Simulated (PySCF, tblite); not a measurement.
# C4H3ClF3O+: dynamics, then NMR shifts on frames, part 2 of 2

tblite 0.8.0 and PySCF 2.14.0. Atoms count from 0. Earlier steps stand in the parts before.

### 5 NMR shieldings: 625 fs, PBE0/pcSseg-1

Job settings and geometry (Å):

```
{"job": {"kind": "nmr", "xc": "PBE0", "basis": "pcSseg-1", "pop": false}, "charge": 1, "multiplicity": 1}
O      0.435700     2.070200     0.027500
C      0.509100     0.951500     0.180800
C      0.666200    -0.495800     0.254100
Cl     0.840200    -0.516600    -1.596700
C     -0.450800    -1.317800     0.829500
C     -1.814600    -0.958700     0.360100
F     -1.786700     0.346400     0.032600
F     -2.309200    -1.618000    -0.677200
F     -2.646600    -1.071400     1.366600
H      1.630400    -0.739600     0.618200
H     -0.296900    -1.370500     1.961500
H     -0.336000    -2.387800     0.581400
```

Level: GIAO PBE0/pcSseg-1 NMR shielding, non-relativistic, gas phase.

Log:

```text
coarse grid: 12176 points
cycle   1  E = -987.7145694955  dE =  2.085e+00  |g| = 1.188e+00  |ddm| = 3.177e+00
cycle   2  E = -986.8047950749  dE =  9.098e-01  |g| = 2.564e+00  |ddm| = 2.295e+00
cycle   3  E = -987.9618847710  dE = -1.157e+00  |g| = 4.519e-01  |ddm| = 1.519e+00
cycle   4  E = -987.9963369544  dE = -3.445e-02  |g| = 1.044e-01  |ddm| = 2.857e-01
cycle   5  E = -987.9979750975  dE = -1.638e-03  |g| = 2.961e-02  |ddm| = 7.022e-02
cycle   6  E = -987.9981554422  dE = -1.803e-04  |g| = 7.003e-03  |ddm| = 2.966e-02
cycle   7  E = -987.9981655754  dE = -1.013e-05  |g| = 2.169e-03  |ddm| = 6.650e-03
cycle   8  E = -987.9981664549  dE = -8.795e-07  |g| = 6.224e-04  |ddm| = 2.214e-03
final grid: 118720 points
cycle   9  E = -988.0799916203  dE = -3.020e-05  |g| = 1.393e-02  |ddm| = 2.893e-02
cycle  10  E = -988.0798464194  dE =  1.452e-04  |g| = 3.152e-02  |ddm| = 2.249e-02
cycle  11  E = -988.0800255732  dE = -1.792e-04  |g| = 2.414e-03  |ddm| = 1.591e-02
cycle  12  E = -988.0800266278  dE = -1.055e-06  |g| = 5.293e-04  |ddm| = 1.676e-03
cycle  13  E = -988.0800266688  dE = -4.100e-08  |g| = 1.222e-04  |ddm| = 3.799e-04
cycle  14  E = -988.0800266710  dE = -2.211e-09  |g| = 3.570e-05  |ddm| = 1.187e-04
cycle  15  E = -988.0800266713  dE = -2.965e-10  |g| = 1.140e-05  |ddm| = 4.236e-05
converged SCF energy = -988.0800266713

GIAO shielding tensors (ppm)
atom      isotropic    diamagn.    paramagn.     s11        s22        s33       span
  0 O      -63.134     395.603    -458.737   -265.170    -84.365    160.134    425.304
  1 C       27.342     262.903    -235.561   -102.642    -78.987    263.654    366.296
  2 C      141.921     251.675    -109.754    113.778    152.059    159.925     46.147
  3 Cl     536.603    1145.530    -608.927    198.209    432.547    979.052    780.843
  4 C      147.156     248.660    -101.503    126.336    141.309    173.825     47.489
  5 C       60.533     239.371    -178.838     50.201     59.501     71.896     21.695
  6 F      239.346     478.340    -238.994    174.413    229.238    314.386    139.973
  7 F      239.304     468.806    -229.502    161.415    231.033    325.462    164.047
  8 F      241.871     466.630    -224.758    167.152    233.951    324.511    157.360
  9 H       26.913      27.925      -1.012     21.556     25.521     33.663     12.108
 10 H       26.498      25.282       1.216     21.620     25.177     32.697     11.077
 11 H       27.527      25.749       1.778     24.086     25.814     32.680      8.595
```

Run time: 34 s. Hardware: 1 thread of Arm Neoverse N1, shared host; peak memory 0.81 GiB.

Key values: δ C1 159.6, C5 126.4, C2 45.0, C4 39.8, H10 5.22, H9 4.80 ppm.

### 6 Nuclear shieldings: 800 fs, PBE0/pcSseg-1

Job settings and geometry (Å):

```
{"job": {"kind": "nmr", "xc": "PBE0", "basis": "pcSseg-1", "pop": false}, "charge": 1, "multiplicity": 1}
O      0.492900     2.190100     0.087500
C      0.444700     1.104300     0.047500
C      0.525200    -0.341700     0.067300
Cl     0.652000    -0.359000    -1.825900
C     -0.549400    -1.155400     0.623600
C     -1.866400    -0.779100     0.044000
F     -1.832400     0.535900    -0.001100
F     -2.145400    -1.205800    -1.197800
F     -2.818000    -1.254700     0.868700
H      1.469200    -0.683200     0.474500
H     -0.733700    -1.065000     1.693200
H     -0.274000    -2.188800     0.430900
```

Level: GIAO PBE0/pcSseg-1 NMR shielding, non-relativistic, gas phase.

Log:

```text
coarse grid: 12176 points
cycle   1  E = -987.7256371009  dE =  2.190e+00  |g| = 1.164e+00  |ddm| = 3.199e+00
cycle   2  E = -987.0215380928  dE =  7.041e-01  |g| = 2.337e+00  |ddm| = 2.300e+00
cycle   3  E = -987.9733319146  dE = -9.518e-01  |g| = 3.486e-01  |ddm| = 1.469e+00
cycle   4  E = -987.9929121771  dE = -1.958e-02  |g| = 1.023e-01  |ddm| = 2.230e-01
cycle   5  E = -987.9944793521  dE = -1.567e-03  |g| = 2.868e-02  |ddm| = 6.407e-02
cycle   6  E = -987.9946416404  dE = -1.623e-04  |g| = 6.207e-03  |ddm| = 2.749e-02
cycle   7  E = -987.9946491661  dE = -7.526e-06  |g| = 1.959e-03  |ddm| = 6.045e-03
final grid: 118720 points
cycle   8  E = -988.0766299301  dE = -2.587e-05  |g| = 1.506e-02  |ddm| = 3.094e-02
cycle   9  E = -988.0764854432  dE =  1.445e-04  |g| = 3.200e-02  |ddm| = 2.519e-02
cycle  10  E = -988.0766710630  dE = -1.856e-04  |g| = 2.080e-03  |ddm| = 1.699e-02
cycle  11  E = -988.0766718284  dE = -7.654e-07  |g| = 6.344e-04  |ddm| = 1.604e-03
cycle  12  E = -988.0766718952  dE = -6.689e-08  |g| = 1.384e-04  |ddm| = 6.047e-04
cycle  13  E = -988.0766718989  dE = -3.611e-09  |g| = 3.749e-05  |ddm| = 1.639e-04
cycle  14  E = -988.0766718992  dE = -3.461e-10  |g| = 1.161e-05  |ddm| = 4.561e-05
converged SCF energy = -988.0766718992

GIAO shielding tensors (ppm)
atom      isotropic    diamagn.    paramagn.     s11        s22        s33       span
  0 O      -24.840     396.046    -420.887   -207.917    -79.075    212.471    420.388
  1 C       38.947     264.113    -225.166    -85.643    -62.351    264.835    350.479
  2 C      144.248     251.199    -106.951    105.748    157.613    169.383     63.634
  3 Cl     534.373    1145.106    -610.732    178.986    417.630   1006.504    827.518
  4 C      151.084     249.591     -98.507    138.379    144.346    170.528     32.149
  5 C       57.808     243.348    -185.540     47.332     54.527     71.564     24.233
  6 F      255.888     476.811    -220.923    197.989    261.413    308.263    110.274
  7 F      244.300     470.713    -226.413    161.525    244.614    326.762    165.237
  8 F      234.250     467.838    -233.588    134.694    232.059    335.997    201.303
  9 H       26.405      27.449      -1.044     21.496     24.186     33.532     12.036
 10 H       27.918      27.941      -0.023     23.148     27.006     33.600     10.452
 11 H       28.302      26.739       1.563     23.956     26.358     34.593     10.637
```

Run time: 34 s. Hardware: 1 thread of Arm Neoverse N1, shared host; peak memory 0.81 GiB.

This run: δ C1 148.0, C5 129.1, C2 42.7, C4 35.8, H9 5.31, H10 3.80 ppm.

### 7 Shielding tensors: 1000 fs, PBE0/pcSseg-1

Job settings and geometry (Å):

```
{"job": {"kind": "nmr", "xc": "PBE0", "basis": "pcSseg-1", "pop": false}, "charge": 1, "multiplicity": 1}
O      0.223400     1.728800     0.749700
C      0.327800     0.614300     0.593200
C      0.587700    -0.783500     0.235900
Cl     1.288600    -0.416700    -1.422300
C     -0.670400    -1.715600     0.331500
C     -1.867300    -0.926600    -0.130700
F     -1.838600     0.178600     0.647700
F     -1.721500    -0.695500    -1.503400
F     -3.052300    -1.457100     0.076100
H      1.407600    -1.049400     0.863400
H     -0.873900    -2.046100     1.332100
H     -0.319100    -2.397600    -0.388800
```

Method: GIAO PBE0/pcSseg-1 NMR shielding, non-relativistic, gas phase.

Log:

```text
coarse grid: 12176 points
cycle   1  E = -987.6864108665  dE =  1.980e+00  |g| = 1.212e+00  |ddm| = 3.167e+00
cycle   2  E = -986.6992917936  dE =  9.871e-01  |g| = 2.666e+00  |ddm| = 2.317e+00
cycle   3  E = -987.9497320059  dE = -1.250e+00  |g| = 4.403e-01  |ddm| = 1.521e+00
cycle   4  E = -987.9819994090  dE = -3.227e-02  |g| = 1.147e-01  |ddm| = 2.747e-01
cycle   5  E = -987.9840154313  dE = -2.016e-03  |g| = 2.974e-02  |ddm| = 6.719e-02
cycle   6  E = -987.9841786811  dE = -1.632e-04  |g| = 6.923e-03  |ddm| = 2.589e-02
cycle   7  E = -987.9841868267  dE = -8.146e-06  |g| = 2.278e-03  |ddm| = 4.803e-03
final grid: 118720 points
cycle   8  E = -988.0686980642  dE = -2.748e-05  |g| = 1.578e-02  |ddm| = 2.652e-02
cycle   9  E = -988.0685129011  dE =  1.852e-04  |g| = 3.570e-02  |ddm| = 2.526e-02
cycle  10  E = -988.0687420543  dE = -2.292e-04  |g| = 2.790e-03  |ddm| = 1.769e-02
cycle  11  E = -988.0687434326  dE = -1.378e-06  |g| = 7.074e-04  |ddm| = 1.907e-03
cycle  12  E = -988.0687435024  dE = -6.977e-08  |g| = 1.612e-04  |ddm| = 5.084e-04
cycle  13  E = -988.0687435067  dE = -4.311e-09  |g| = 4.360e-05  |ddm| = 1.412e-04
cycle  14  E = -988.0687435071  dE = -3.806e-10  |g| = 1.523e-05  |ddm| = 4.219e-05
converged SCF energy = -988.0687435071

GIAO shielding tensors (ppm)
atom      isotropic    diamagn.    paramagn.     s11        s22        s33       span
  0 O      -69.625     396.539    -466.164   -248.580   -156.144    195.848    444.428
  1 C       22.669     264.107    -241.438   -110.518    -95.445    273.969    384.486
  2 C      136.737     253.849    -117.112    111.082    146.921    152.209     41.127
  3 Cl     548.844    1145.536    -596.693    211.365    439.509    995.657    784.292
  4 C      139.477     248.692    -109.214    125.414    145.254    147.764     22.351
  5 C       50.489     241.235    -190.746     39.662     47.938     63.867     24.205
  6 F      206.926     478.115    -271.189    140.802    215.472    264.506    123.704
  7 F      211.781     474.354    -262.572    105.803    191.990    337.551    231.748
  8 F      246.531     464.091    -217.561    170.702    256.455    312.435    141.733
  9 H       26.778      28.088      -1.309     21.841     25.221     33.273     11.432
 10 H       28.216      26.637       1.579     23.735     26.813     34.101     10.366
 11 H       28.937      27.391       1.545     24.556     27.982     34.271      9.715
```

Wall time 34 s (1 thread of Arm Neoverse N1, shared host); peak memory 0.81 GiB.

In short: δ C1 164.3, C5 136.4, C2 50.2, C4 47.4, H9 4.94, H10 3.50 ppm.

### 8 Run by run: NMR shifts

Shifts (ppm) of some atoms, chosen among heavy atoms and hydrogens apart, with basis size and wall time:

| frame | H9 | H10 | O0 | Cl3 | F8 | F7 | F6 | functions | time |
| --- | --- | --- | --- | --- | --- | --- | --- | --- | --- |
| 250 fs | 7.01 | 3.35 | 388.7 | 356 | -48.0 | -70.3 | -80.0 | 175 | 34 s |
| 425 fs | 5.81 | 3.31 | 377.1 | 480 | -41.9 | -79.5 | -60.0 | 175 | 33 s |
| 625 fs | 4.80 | 5.22 | 399.2 | 413 | -70.9 | -68.4 | -68.4 | 175 | 34 s |
| 800 fs | 5.31 | 3.80 | 360.9 | 415 | -63.3 | -73.4 | -84.9 | 175 | 34 s |
| 1000 fs | 4.94 | 3.50 | 405.7 | 401 | -75.6 | -40.8 | -36.0 | 175 | 34 s |

### 9 Summary of results

This closing draws on all 2 parts.

| quantity | value |
| --- | --- |
| thermostat | 400 K |
| mean temperature, second half | 373 K |
| mean potential energy above the minimum | 0.47 eV |
| 13C shifts against TMS (PBE0/pcSseg-1, 250 fs) | 159.4, 132.3, 43.7, 40.2 ppm |
| 1H shifts against TMS (PBE0/pcSseg-1, 250 fs) | 7.01, 3.42, 3.35 ppm |
| 17O shifts against H2O (PBE0/pcSseg-1, 250 fs) | 388.7 ppm |
| 35Cl shifts against HCl (PBE0/pcSseg-1, 250 fs) | 356 ppm |
| 19F shifts against CFCl3 (PBE0/pcSseg-1, 250 fs) | -48.0, -70.3, -80.0 ppm |
| range of the shift of Cl3 | 356 to 480 ppm |

What this shows: In the second half the potential energy averages 0.47 eV above the minimum; equipartition over 30 harmonic modes at 400 K would give 0.52 eV. With 12 atoms the temperature swings widely (192 to 517 K). Shifts at one fixed geometry are not the observed spectrum, which averages over the motion. In the first frame run (250 fs): The largest span, 716 ppm, is at Cl3, where the paramagnetic term is -551 ppm. Across the 5 runs the shift of Cl3 moves most, between 356 (250 fs) and 480 ppm (425 fs).
